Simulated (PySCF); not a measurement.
# A diatomic session: BiH+

The task here is to estimate one member of a computed series from the others.

Program: PySCF 2.14.0. Level of theory: Bi cc-pVTZ-PP with ECP60, H cc-pVTZ, scalar-relativistic core potentials. These are calculated values, not measurements.

Set-up of the first run:

A driver script around PySCF takes these settings:

```
atoms                         : Bi, H
charge                        : 1
basis                         : Bi cc-pVTZ-PP with ECP60, H cc-pVTZ
Hamiltonian                   : scalar-relativistic core potentials
basis functions               : 53
electrons treated             : 23
masses in u                   : 208.9804, 1.0078
levels                        : PBE0, PBE, r²SCAN, revPBE, PW91, r²SCAN0, HF, MP2, SCS-MP2, CCSD, CCSD(T)
grid                          : 80 radial by 434 angular points
occupations                   : held fixed by the projection of orbital angular momentum
dissociation limit            : Bi+ + H, each in its ground configuration
starting distance in angstrom : 1.880
values of 2S to try           : 1, 3
```

Run with:

```bash
OMP_NUM_THREADS=1 python dia.py task.json out
```

Steps of the session up to this table: The job; PBE0 along the bond; Excited determinants; PBE; r²SCAN (meta-GGA); revPBE; PW91; r²SCAN0 (hybrid meta-GGA); UHF; Adding correlation.

One of the session's tables, all rows but one given; the rest of the session is left out.

Energy (eV) from each level's lowest point:

| R (Å) | UHF | UHF-MP2 | UHF-SCS-MP2 | UHF-CCSD | UHF-CCSD(T) |
| --- | --- | --- | --- | --- | --- |
| 1.541 | 0.536 | 0.503 | 0.520 | n/a | n/a |
| 1.613 | 0.231 | 0.214 | 0.225 | 0.241 | 0.247 |
| 1.685 | 0.062 | 0.056 | 0.062 | 0.073 | 0.077 |
| 1.738 | 0.007 | 0.005 | 0.008 | 0.014 | 0.016 |
| 1.792 | 0.000 | 0.000 | 0.000 | 0.000 | 0.000 |
| 1.846 | 0.032 | 0.034 | 0.031 | 0.023 | 0.021 |
| 1.917 | ? | ? | ? | ? | ? |
| 2.007 | 0.291 | 0.304 | 0.295 | 0.248 | 0.238 |
| 2.115 | 0.533 | 0.624 | 0.628 | 0.480 | 0.461 |
| 2.258 | 0.815 | 1.132 | 1.171 | n/a | n/a |

Estimate the missing values for R (Å) = 1.917.

Worked estimate for «UHF». A straight line through the neighbours (1.846, 0.032) and (2.007, 0.291) gives 0.032 + (0.291 − 0.032) × (1.917 − 1.846) / (2.007 − 1.846) = 0.146; a parabola fitted to 4 rows on both sides gives 0.130.

The run gave: UHF: 0.123; UHF-MP2: 0.126; UHF-SCS-MP2: 0.119; UHF-CCSD: 0.100; UHF-CCSD(T): 0.094. In «UHF» the line misses by +0.023 and the parabola by +0.007.
